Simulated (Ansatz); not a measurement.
# Ti: stress in a strained cell

Aim: deform Ti (zz strain of +3 %) and compute stress, forces and field gradients with LAPW, PAW and all-electron datasets made for the crystal.

Computed with Ansatz 0.2.0 (DFT LDA, scalar-relativistic, unless a step's input says otherwise).

## (1) The system as given

The structure is cubic, space group Fm-3m (No. 225). The conventional cell has a = 4.060 Å, b = 4.060 Å, c = 4.060 Å, α = 90.00°, β = 90.00°, γ = 90.00°. Ti (site symmetry m-3m) is surrounded by 12 Ti at 2.87 Å.

Coordinates:

```
Ti
1.0
     0.00000    2.03000    2.03000
     2.03000    0.00000    2.03000
     2.03000    2.03000    0.00000
Ti
1
Cartesian
  0.0000 0.0000 0.0000
```

## (2) After the deformation

Space group Fm-3m before, I4/mmm after.

## (3) LAPW, all electrons

input.yaml

```yaml
crystal:
  lattice:
    - [0.0, 2.03, 2.0909]
    - [2.03, 0.0, 2.0909]
    - [2.03, 2.03, 0.0]
  atoms:
    - { symbol: Ti, position: [0.0, 0.0, 0.0] }
kpoints:
  mp_grid: { grid: [15, 15, 15] }
  band_path:
    path:
      - [0.0, 0.0, 0.0]
      - [0.0, 0.5, 0.5]
      - [0.25, 0.75, 0.5]
      - [0.0, 0.5, 0.0]
      - [0.0, 0.0, 0.0]
      - [0.5, 0.5, 0.0]
      - [0.3678244886, 0.6321755114, 0.0]
      - [-0.3678244886, 0.3678244886, 0.0]
      - [0.0, 0.0, 0.0]
    npoints: 5
scf:
  occupations: { method: fermi_dirac, width: 0.05 }
hamiltonian:
  xc: lda
  pseudopotentials: { kind: all_electron, lapw: { basis_error: 0.00025 } }
output:
  forces: true
  stress: true
  eigenvalues: true
```

Launch:

```
$ ansatz run input.yaml --threads 1 --pin off --max-ram 3072MiB --backend cpu --events-out ev --progress --plain --runs-dir out
```

## (4) PAW with frozen cores

input.yaml

```yaml
crystal:
  lattice:
    - [0.0, 2.03, 2.0909]
    - [2.03, 0.0, 2.0909]
    - [2.03, 2.03, 0.0]
  atoms:
    - { symbol: Ti, position: [0.0, 0.0, 0.0] }
kpoints:
  mp_grid: { grid: [15, 15, 15] }
scf:
  occupations: { method: fermi_dirac, width: 0.05 }
hamiltonian:
  xc: lda
  pseudopotentials: { kind: paw }
output:
  forces: true
  stress: true
  eigenvalues: true
  efg: { contact_densities: true }
  write_density: true
  write_potential: true
  elf: true
  volumetric_format: npy
```

## (5) All-electron PAW on datasets made for the crystal

Changes to input.yaml since step 4:

```diff
@@ -13,3 +13,3 @@
   xc: lda
-  pseudopotentials: { kind: paw }
+  pseudopotentials: { kind: all_electron, datasets: crystal }
 output:
@@ -19,5 +19 @@
   efg: { contact_densities: true }
-  write_density: true
-  write_potential: true
-  elf: true
-  volumetric_format: npy
```

(Steps that only read results are left out.)

Before running it: what results should come out? Wanted: pressure; largest shear or deviatoric stress.

As calculated:

| quantity | value |
| --- | --- |
| pressure | LAPW -7.79, PAW -7.79, crystal datasets -7.78 GPa |
| largest shear or deviatoric stress (LAPW) | 0.58 GPa |

In words: The largest part of the stress beyond the pressure is 0.58 GPa in size, in the zz component. No run of the undeformed cell stands beside it, so the pressure holds what the given cell had before the change. PAW: stress within 0.01 GPa of LAPW. Crystal datasets: stress within 0.01 GPa of LAPW.
